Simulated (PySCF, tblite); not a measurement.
**C3H7NSSi+ (doublet): geometry, infrared bands and EPR parameters**

What infrared bands and EPR parameters should C3H7NSSi+ (doublet) (`CC[Si@H]([SH+])C#N`) show?

The runs use tblite 0.8.0 and PySCF 2.14.0, with density-fitted response routines of our own; the level of theory stands in each step. All values are computed, except where a source is named. Atoms count from 0, in the outputs and in this text.

### Step 1. The molecule as given

13 atoms, charge 1, multiplicity 2; geometry from: force field or distance geometry start.

Bonds of the start (Å): C0–C1 1.52, C1–Si2 1.89, Si2–S3 2.14, Si2–C4 1.79, C4–N5 1.16, C0–H6 1.10, C0–H7 1.10, C0–H8 1.12, C1–H9 1.12, C1–H10 1.09, Si2–H11 1.48, S3–H12 1.40.

### Step 2. Optimising the geometry with GFN2-xTB

The job: settings as JSON, then the geometry in Å.

```
{"job": {"kind": "relax", "xc": "GFN2-xTB", "basis": "xTB"}, "charge": 1, "multiplicity": 2}
C     -1.795200    -0.289500     0.271800
C     -0.649400     0.112500    -0.647600
Si     1.006200     0.017500     0.263300
S      2.145500     1.697400    -0.413900
C      1.840900    -1.515900    -0.124200
N      2.394400    -2.505200    -0.377800
H     -2.279600     0.637200     0.613400
H     -2.499300    -0.858500    -0.361700
H     -1.384200    -0.907400     1.108600
H     -0.769300     1.185900    -0.941500
H     -0.661700    -0.576500    -1.490500
H      0.683500     0.169600     1.697300
H      1.963800     2.833500     0.385000
```

Command:

```bash
> OMP_NUM_THREADS=1 python probes_run.py task.json out
```

The driver reads the jobs from task.json and runs them one after another.

**Question.** This job is followed by: GFN2-xTB harmonic vibrations, gas phase; UKS B3LYP, pcH-1 on C H N S Si, non-relativistic, mean-field spin-orbit, GIAO. Predict these results of the whole session: strongest single infrared mode (GFN2-xTB); zero-point energy (GFN2-xTB); g(iso) (B3LYP); ⟨S²⟩; largest a(iso) (averaged by class); property runs in this session.

The runs gave:

| quantity | value |
| --- | --- |
| strongest single infrared mode (GFN2-xTB) | 1366 cm⁻¹, 205 km/mol |
| zero-point energy (GFN2-xTB) | 55.3 kcal/mol |
| g(iso) (B3LYP) | 2.01959 |
| ⟨S²⟩ | 0.755 (exact 0.75) |
| largest a(iso) (averaged by class) | 1H on H6, H7, H8, 42.8 MHz |
| property runs in this session | 1, of which 0 failed and 1 gave unsound results |

What this shows: The optimisation took 115 steps and gained 0.677 eV; among the close pairs (by a distance rule), Si2–C4 changed most, from 1.788 to 1.881 Å. All 33 modes are real, so the xTB geometry is a minimum. The strongest single mode, at 1366 cm⁻¹, is spread over several atoms, H7, H8, H6, H10 among them. GFN2-xTB is a fitted tight-binding method: band positions and strengths are rough. Its intensities can rank the bands wrongly. S3 carries the largest spin population, 0.72 e. The isotropic g lies 17.3 ppt above the free-electron value. These values are not to be trusted: the run shows nearly degenerate orbitals, where second-order g theory doesn't apply. These values are for one conformer; the search (at its own cheap level) found 2 more, at 0.01, 0.44 kcal/mol (those within 0.05 may be mirror or relabelled copies), and measured spectra average over such forms.
